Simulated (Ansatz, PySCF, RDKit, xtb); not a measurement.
# C4H6GeOSe: ranking a sample of isomers

Which of a sample of isomers of C4H6GeOSe is the most stable in the gas at 298.15 K, and what are its properties? The sample is small against all isomers, and the most stable one of this formula need not be in it.

Plan: many cheap relaxations first (GFN2-xTB), then density-functional screening, relaxation at B3LYP/def2-SVP, vibrations (at GFN2-xTB) and a final energy. The numbers are computed, not measured.

## Step 1: Drawing up candidates

Isomers were taken from a list of plausible structures; this is a sample, not all of them. That gives 4 candidates.

```tsv
label	SMILES	spin
c079	CC1=C[C](=O)[GeH2][Se]1	singlet
c193	C[Se][Ge@@H]1[CH]=C[C]1=O	singlet
c249	[GeH3][O]c1cc[se]c1	singlet
c502	[SeH][GeH2][c]1ccco1	singlet
```

Candidates are built by distance geometry, with a force field where one applies, in up to four conformers (letters a to d).

Q: Predict the outcome of this search (final energies at CCSD(T)/def2-SVP + MP2/def2-TZVPP - MP2/def2-SVP).

| quantity | value |
| --- | --- |
| lowest structure found | CC1=C[C](=O)[GeH2][Se]1, singlet |
| next finalist | [SeH][GeH2][c]1ccco1, singlet, 3.1 kcal/mol higher in G |
| share at equilibrium, among the finalists | 99.5 % |
| dipole moment (PBE0/def2-SVPD) | 2.65 D |
| HOMO energy (PBE0/def2-SVPD) | -6.78 eV |
| LUMO energy (PBE0/def2-SVPD) | -2.12 eV |
| HOMO–LUMO gap (PBE0/def2-SVPD) | 4.66 eV |
| lowest excitation (TD-PBE0/def2-SVPD) | 3.08 eV (f = 0.001) |
| strongest of the states computed, same level | 5.61 eV (f = 0.080) |
| lowest triplet excitation, same level, Tamm-Dancoff | 2.60 eV |
| vertical ionisation energy | 8.57 eV |
| vertical electron affinity | 0.51 eV |
| vertical triplet less singlet | +2.54 eV |

The lowest structure found is `CC1=C[C](=O)[GeH2][Se]1`. The margin of 3.1 kcal/mol over the next finalist is beyond the usual error of the last level; it says nothing of structures that weren't ranked. r2SCAN-D4/def2-SVP, B3LYP/def2-SVP, HF/def2-SVP and MP2/def2-SVP already put its bonding pattern lowest among the structures in one piece; GFN2-xTB and HF/STO-3G favour the singlet [SeH][GeH2][c]1ccco1. One minimum inside the window was never screened. Lowest found is not proven lowest: the search is finite, and each finalist counts with one conformer. Only 4 drawn patterns were tried, so whole families of isomers are missing, and the result ranks this sample alone.
